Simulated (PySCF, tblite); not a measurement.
# C4H8OSSi: geometry, infrared bands and NMR shifts

Wanted: the infrared bands and NMR shifts of C4H8OSSi (`C=CO[SiH2]SC=C`), by calculation.

Computed with tblite 0.8.0 and PySCF 2.14.0, with density-fitted response routines of our own, on a single molecule in the gas phase. Atoms are numbered from 0 throughout.

## (1) The molecule as given

15 atoms, charge 0, multiplicity 1; geometry from: force field or distance geometry start.

Bonds of the start (Å): C0–C1 1.35, C1–O2 1.37, O2–Si3 1.73, Si3–S4 2.11, S4–C5 1.78, C5–C6 1.34, C0–H7 1.08, C0–H8 1.08, C1–H9 1.08, Si3–H10 1.47, Si3–H11 1.50, C5–H12 1.08, C6–H13 1.09, C6–H14 1.08.

## (2) Geometry optimisation with GFN2-xTB

What the job is given:

```
{"job": {"kind": "relax", "xc": "GFN2-xTB", "basis": "xTB"}, "charge": 0, "multiplicity": 1}
C      3.053500    -0.864700     0.017600
C      2.727500    -0.206700    -1.110300
O      1.513600     0.408900    -1.264300
Si     0.102000     0.113400    -0.300000
S     -1.605300     1.212400    -0.890800
C     -3.024900     0.671500     0.039700
C     -2.918300    -0.103300     1.125100
H      4.041200    -1.310700     0.049600
H      2.345000    -0.919900     0.827500
H      3.418800    -0.136100    -1.936700
H      0.441500     0.265200     1.125900
H     -0.255300    -1.324200    -0.528900
H     -4.002000     0.999900    -0.287300
H     -3.867000    -0.359600     1.600600
H     -1.974500    -0.449600     1.510300
```

On the command line:

```sh
$ OMP_NUM_THREADS=1 python probes_run.py task.json out
```

One launch serves the whole session: the jobs run in the order shown.

**Question.** This job is followed by: GFN2-xTB harmonic vibrations, gas phase; GIAO PBE0/pcSseg-1 NMR shielding, non-relativistic, gas phase. What will the session give for the following? strongest single infrared mode (GFN2-xTB); zero-point energy (GFN2-xTB); 13C shifts against TMS (PBE0/pcSseg-1); 1H shifts against TMS (PBE0/pcSseg-1, means over atoms taken as alike); 17O shifts against H2O (PBE0/pcSseg-1); 29Si shifts against TMS (PBE0/pcSseg-1); 33S shifts against CS2 (PBE0/pcSseg-1).

As calculated:

```
                                                              quantity                                         value
                             strongest single infrared mode (GFN2-xTB)                          756 cm⁻¹, 432 km/mol
                                          zero-point energy (GFN2-xTB)                                 66.5 kcal/mol
                                13C shifts against TMS (PBE0/pcSseg-1)                 156.0, 138.8, 116.7, 95.5 ppm
1H shifts against TMS (PBE0/pcSseg-1, means over atoms taken as alike)  6.68, 6.16, 5.81, 5.30, 4.90, 4.50, 4.40 ppm
                                17O shifts against H2O (PBE0/pcSseg-1)                                      97.6 ppm
                               29Si shifts against TMS (PBE0/pcSseg-1)                                     -17.9 ppm
                                33S shifts against CS2 (PBE0/pcSseg-1)                                       -83 ppm
```

**Reading.** Relaxing lowered the energy by 0.607 eV in 66 steps; the close pair that moved most is O2–Si3, from 1.735 to 1.617 Å. No mode is imaginary among the 39: a minimum at this level. The strongest single mode, at 756 cm⁻¹, moves mainly H10 and H11. Unscaled tight-binding wavenumbers are off by several per cent, some by more. Its intensities can rank the bands wrongly. At PBE0/pcSseg-1: Shielding is most anisotropic at S4 (span 458 ppm, paramagnetic term -474 ppm).
